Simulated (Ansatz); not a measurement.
# One shape, several levels: CH4BGaO2 (SMILES [OH][Ga]1[BH]O[CH2]1)

Aim: a comparison of 6 runs (HF/STO-3G, HF/def2-SVP, B2PLYP/cc-pVDZ, B3LYP/6-31G*, PBE0/def2-SVP, MP2/6-31G**) of CH4BGaO2. 

The calculation is run with Ansatz 0.2.0.

1 further run of the same task is left out (set aside as unsound or not needed).

**1. Starting point**

The species is CH4BGaO2 (9 atoms), meant as a singlet with charge 0. SMILES: `[OH][Ga]1[BH]O[CH2]1`. Geometry: relaxed at PBE0-D4/def2-TZVP. This is one conformer, not always the lowest.

Bond lengths: O1–Ga2 1.783 Å, Ga2–B3 2.109 Å, B3–O4 1.344 Å, Ga2–C5 2.048 Å, O4–C5 1.464 Å, O1–H6 0.960 Å, B3–H7 1.194 Å, C5–H8 1.092 Å, C5–H9 1.092 Å. Some angles: O1–Ga2–B3 155.6°, O1–Ga2–C5 135.3°, B3–Ga2–C5 69.1°, Ga2–B3–O4 88.8°, B3–O4–C5 114.1°, Ga2–C5–O4 88.1°, Ga2–O1–H6 114.5°, Ga2–B3–H7 149.7°, O4–B3–H7 121.5°, Ga2–C5–H8 120.2°.

**2. Energy and forces at HF/STO-3G (run 1)**

Input file in.yaml:

```yaml
crystal:
  periodic: [false, false, false]
  atoms:
    - {symbol: O, position_ang: [-0.140900, 2.668400, -0.180000]}
    - {symbol: Ga, position_ang: [0.206000, 0.920500, -0.222600]}
    - {symbol: B, position_ang: [1.299500, -0.808200, -0.735000]}
    - {symbol: O, position_ang: [0.383300, -1.546100, -0.084800]}
    - {symbol: C, position_ang: [-0.698300, -0.762500, 0.515200]}
    - {symbol: H, position_ang: [-0.939100, 2.905000, 0.298100]}
    - {symbol: H, position_ang: [2.237800, -1.312200, -1.273600]}
    - {symbol: H, position_ang: [-0.704200, -0.956900, 1.589800]}
    - {symbol: H, position_ang: [-1.644100, -1.108100, 0.092800]}
basis:
  gaussian:
    orbitals: STO-3G
total_charge: 0
hamiltonian:
  xc: hf
accuracy: high
output: {forces: true, orbitals: {seedname: orbitals}}
```

Started as:

```console
ansatz run in.yaml --threads 1 --pin off --max-ram 2610MiB --events-out events.jsonl --progress --plain --runs-dir runs
```

Standard output:

```text
Warning: RAYON_NUM_THREADS=1 ignored (pool sized by the plan → 1); use --threads N
Functional definition: HF
  name "HF"
  exchange = exact_x
  correlation = 0
781 factors; integrals over basis functions are off by at most 5.8e-9 eV
mean field evaluation 1: about -57485.2670 eV, gradient 3.0e1 eV
mean field evaluation 2: about -57485.4588 eV, gradient 3.0e1 eV
mean field evaluation 4: about -57489.0548 eV, gradient 3.1e0 eV
mean field evaluation 8: about -57489.1144 eV, gradient 5.5e-2 eV
mean field -57489.11229127 eV, -2112.6859091842 hartree, gradient 1.9e-8 eV, S^2 0.000000; 0 other end points of the search recorded, 0 dependent functions left out
the calculation of the forces begins
reference -57489.11229127 eV, -2112.6859091842 hartree; 31, 31 occupied and 11, 11 virtual orbitals, 781 factors
Total energy: -57489.11229127 eV, -2112.6859091842 hartree
Atom 0 at    -0.140900     2.668400    -0.180000 Å, force     2.411059    -5.586160    -0.954919 eV/Å
Atom 1 at     0.206000     0.920500    -0.222600 Å, force    -0.478460     3.210837    -0.020091 eV/Å
Atom 2 at     1.299500    -0.808200    -0.735000 Å, force    -1.738803     1.266181     0.963853 eV/Å
Atom 3 at     0.383300    -1.546100    -0.084800 Å, force     0.532132    -1.315313    -0.201622 eV/Å
Atom 4 at    -0.698300    -0.762500     0.515200 Å, force     1.687658     1.642598    -1.221444 eV/Å
Atom 5 at    -0.939100     2.905000     0.298100 Å, force    -1.408225     0.134250     0.871566 eV/Å
Atom 6 at     2.237800    -1.312200    -1.273600 Å, force    -0.851480     0.562090     0.478479 eV/Å
Atom 7 at    -0.704200    -0.956900     1.589800 Å, force    -0.103564     0.038668    -0.002359 eV/Å
Atom 8 at    -1.644100    -1.108100     0.092800 Å, force    -0.050317     0.046849     0.086536 eV/Å
Dipole moment:    -0.320199     0.196191     0.181280 e Å
```

Wall time 1.9 s (1 thread of Arm Neoverse V1, shared host).

**3. Energy and gradient at HF/def2-SVP (run 2)**

Input file job.yaml:

```yaml
crystal:
  periodic: [false, false, false]
  atoms:
    - {symbol: O, position_ang: [-0.140900, 2.668400, -0.180000]}
    - {symbol: Ga, position_ang: [0.206000, 0.920500, -0.222600]}
    - {symbol: B, position_ang: [1.299500, -0.808200, -0.735000]}
    - {symbol: O, position_ang: [0.383300, -1.546100, -0.084800]}
    - {symbol: C, position_ang: [-0.698300, -0.762500, 0.515200]}
    - {symbol: H, position_ang: [-0.939100, 2.905000, 0.298100]}
    - {symbol: H, position_ang: [2.237800, -1.312200, -1.273600]}
    - {symbol: H, position_ang: [-0.704200, -0.956900, 1.589800]}
    - {symbol: H, position_ang: [-1.644100, -1.108100, 0.092800]}
basis:
  gaussian: {orbitals: def2-SVP}
hamiltonian: {xc: hf}
accuracy: high
output: {forces: true, orbitals: {seedname: orbitals}}
```

Started as:

```console
ansatz run job.yaml --threads 1 --pin off --max-ram 2610MiB --events-out events.jsonl --progress --plain --runs-dir runs
```

Standard output (excerpt; [...] marks lines left out):

```text
Warning: RAYON_NUM_THREADS=1 ignored (pool sized by the plan → 1); use --threads N
[... 2 set-up lines as earlier in the session ...]
[...]
2395 factors; integrals over basis functions are off by at most 1.1e-8 eV
[...]
mean field -58162.78321132 eV, -2137.4428588655 hartree, gradient 6.5e-9 eV, S^2 0.000000; 0 other end points of the search recorded, 0 dependent functions left out
[...]
reference -58162.78321132 eV, -2137.4428588655 hartree; 31, 31 occupied and 77, 77 virtual orbitals, 2395 factors
Total energy: -58162.78321132 eV, -2137.4428588655 hartree
Atom 0 at    -0.140900     2.668400    -0.180000 Å, force    -0.831394    -0.230449     0.545646 eV/Å
Atom 1 at     0.206000     0.920500    -0.222600 Å, force     0.019635     0.462108    -0.058339 eV/Å
Atom 2 at     1.299500    -0.808200    -0.735000 Å, force    -0.160684    -0.444747     0.145579 eV/Å
Atom 3 at     0.383300    -1.546100    -0.084800 Å, force    -0.081023     0.464167     0.003711 eV/Å
Atom 4 at    -0.698300    -0.762500     0.515200 Å, force     0.238122    -0.267973    -0.119391 eV/Å
Atom 5 at    -0.939100     2.905000     0.298100 Å, force     0.738344    -0.012605    -0.463081 eV/Å
Atom 6 at     2.237800    -1.312200    -1.273600 Å, force     0.083922     0.006718    -0.053238 eV/Å
Atom 7 at    -0.704200    -0.956900     1.589800 Å, force    -0.047106     0.004561    -0.071589 eV/Å
Atom 8 at    -1.644100    -1.108100     0.092800 Å, force     0.040184     0.018220     0.070700 eV/Å
Dipole moment:    -0.363489     0.135635     0.214386 e Å
```

Run time: 9.3 s. Hardware: 1 thread of Arm Neoverse V1, shared host; peak memory 0.38 GiB.

Run 3 isn't shown in full; the table further down has it.

**4. Energy and gradient at B3LYP/6-31G(d) (Cartesian functions) (run 4)**

Input file run.yaml:

```yaml
crystal:
  periodic: [false, false, false]
  atoms:
    - symbol: O
      position_ang: [-0.140900, 2.668400, -0.180000]
    - symbol: Ga
      position_ang: [0.206000, 0.920500, -0.222600]
    - symbol: B
      position_ang: [1.299500, -0.808200, -0.735000]
    - symbol: O
      position_ang: [0.383300, -1.546100, -0.084800]
    - symbol: C
      position_ang: [-0.698300, -0.762500, 0.515200]
    - symbol: H
      position_ang: [-0.939100, 2.905000, 0.298100]
    - symbol: H
      position_ang: [2.237800, -1.312200, -1.273600]
    - symbol: H
      position_ang: [-0.704200, -0.956900, 1.589800]
    - symbol: H
      position_ang: [-1.644100, -1.108100, 0.092800]
basis:
  gaussian: {orbitals: "6-31G*"}
hamiltonian: {xc: {name: B3LYP}}
output: {forces: true, orbitals: {seedname: orbitals}}
accuracy: high
```

Started as:

```console
ansatz run run.yaml --threads 1 --pin off --max-ram 2610MiB --events-out events.jsonl --progress --plain --runs-dir runs
```

Standard output (excerpt; [...] marks lines left out):

```text
Warning: RAYON_NUM_THREADS=1 ignored (pool sized by the plan → 1); use --threads N
Functional definition: B3LYP
  name "B3LYP"
[...]
2203 factors; integrals over basis functions are off by at most 4.6e-9 eV
[...]
mean field -58244.52333399 eV, -2140.4467529682 hartree, gradient 8.8e-8 eV, S^2 0.000000; 0 other end points of the search recorded, 0 dependent functions left out
[...]
reference -58244.52337705 eV, -2140.4467545507 hartree; 31, 31 occupied and 72, 72 virtual orbitals, 2203 factors
Total energy: -58244.52337705 eV, -2140.4467545507 hartree
Atom 0 at    -0.140900     2.668400    -0.180000 Å, force     0.358392     0.319492    -0.257352 eV/Å
Atom 1 at     0.206000     0.920500    -0.222600 Å, force     0.103039    -0.012899    -0.063455 eV/Å
Atom 2 at     1.299500    -0.808200    -0.735000 Å, force     0.242204    -0.056162    -0.146723 eV/Å
Atom 3 at     0.383300    -1.546100    -0.084800 Å, force     0.140913    -0.251973    -0.063143 eV/Å
Atom 4 at    -0.698300    -0.762500     0.515200 Å, force    -0.346409    -0.008731     0.221337 eV/Å
Atom 5 at    -0.939100     2.905000     0.298100 Å, force    -0.413648     0.065505     0.253284 eV/Å
Atom 6 at     2.237800    -1.312200    -1.273600 Å, force    -0.020167     0.000175     0.012800 eV/Å
Atom 7 at    -0.704200    -0.956900     1.589800 Å, force     0.005528    -0.021491     0.080178 eV/Å
Atom 8 at    -1.644100    -1.108100     0.092800 Å, force    -0.069852    -0.033915    -0.036927 eV/Å
Dipole moment:    -0.365993    -0.000909     0.229871 e Å
```

Wall time 19 s (1 thread of Arm Neoverse V1, shared host); peak memory 0.4 GiB.

Run 5 isn't shown in full; the table further down has it.

**5. Energy and gradient at MP2/6-31G(d,p) (spherical functions) (run 6)**

Input file molecule.yaml:

```yaml
crystal:
  periodic: [false, false, false]
  atoms:
    - {symbol: O, position_ang: [-0.140900, 2.668400, -0.180000]}
    - {symbol: Ga, position_ang: [0.206000, 0.920500, -0.222600]}
    - {symbol: B, position_ang: [1.299500, -0.808200, -0.735000]}
    - {symbol: O, position_ang: [0.383300, -1.546100, -0.084800]}
    - {symbol: C, position_ang: [-0.698300, -0.762500, 0.515200]}
    - {symbol: H, position_ang: [-0.939100, 2.905000, 0.298100]}
    - {symbol: H, position_ang: [2.237800, -1.312200, -1.273600]}
    - {symbol: H, position_ang: [-0.704200, -0.956900, 1.589800]}
    - {symbol: H, position_ang: [-1.644100, -1.108100, 0.092800]}
basis:
  gaussian:
    orbitals: 6-31G_st__st_-spherical.json
correlation:
  method: mp2
  frozen_orbitals: {B: 1, C: 1, Ga: 9, H: 0, O: 1}
accuracy: high
output: {forces: true, orbitals: {seedname: orbitals}}
```

The basis set 6-31G** is read from a file made from the Basis Set Exchange's data (not shown).

Started as:

```console
ansatz run molecule.yaml --threads 1 --pin off --max-ram 2610MiB --events-out events.jsonl --progress --plain --runs-dir runs
```

Standard output:

```text
Warning: RAYON_NUM_THREADS=1 ignored (pool sized by the plan → 1); use --threads N
[... 11 lines left out ...]
13 core orbitals not correlated: weight in the atoms' cores, before any rotation towards them, 1.000 or more for the frozen orbitals, at most 0.000 for the correlated occupied ones
[... 3 lines left out ...]
Total energy: -58188.88321370 eV, -2138.4020162619 hartree
[... 9 lines left out ...]
Dipole moment:    -0.382910     0.041494     0.236204 e Å
```

Run time: 24 s. Hardware: 1 thread of Arm Neoverse V1, shared host; peak memory 0.49 GiB.

**6. All runs side by side**

```tsv
run	level	frozen core orbitals	Cartesian functions	energy (Eh)	dipole moment (D)	HOMO energy (eV)	LUMO energy (eV)	wall time
1	HF/STO-3G	–	no	-2112.685909	2.00	-6.97	4.75	1.9 s
2	HF/def2-SVP	–	no	-2137.442859	2.13	-9.50	1.33	9.3 s
3	B2PLYP/cc-pVDZ	13	no	-2140.038784	2.06	-7.75	-0.49	61 s
4	B3LYP/6-31G* (Cartesian functions)	–	yes	-2140.446755	2.08	-6.54	-1.79	19 s
5	PBE0/def2-SVP	–	no	-2139.768554	2.11	-6.82	-1.68	19 s
6	MP2/6-31G** (spherical functions)	13	no	-2138.402016	2.17	-9.43	1.27	24 s
```

**7. Summary of results**

| quantity | value |
| --- | --- |
| run 6: total energy | -2138.40202 Eh |
| run 6: dipole moment (correlated density) | 2.17 D |
| run 6: HOMO energy (Hartree–Fock orbitals) | -9.43 eV |
| run 6: LUMO energy (Hartree–Fock orbitals) | 1.27 eV |
| run 6: HOMO–LUMO gap (Hartree–Fock orbitals) | 10.69 eV |
| run 6: correlation energy (13 core orbitals frozen) | -824.9 mEh |
| run 6: largest force on an atom | 0.780 eV/Å |

What this shows: The dipole moment (its size) runs from 2.00 D (HF/STO-3G) to 2.17 D (MP2/6-31G**). The two ends differ in method and basis. Over runs 1, 2, 3, 4, 5 the HOMO–LUMO gap runs from 4.74 eV (B3LYP/6-31G*) to 11.72 eV (HF/STO-3G). Totals of different functionals can't be ranked against each other. In run 1 the basis is minimal, so the values are rough. All runs together took 2.2 min, the longest 61 s.
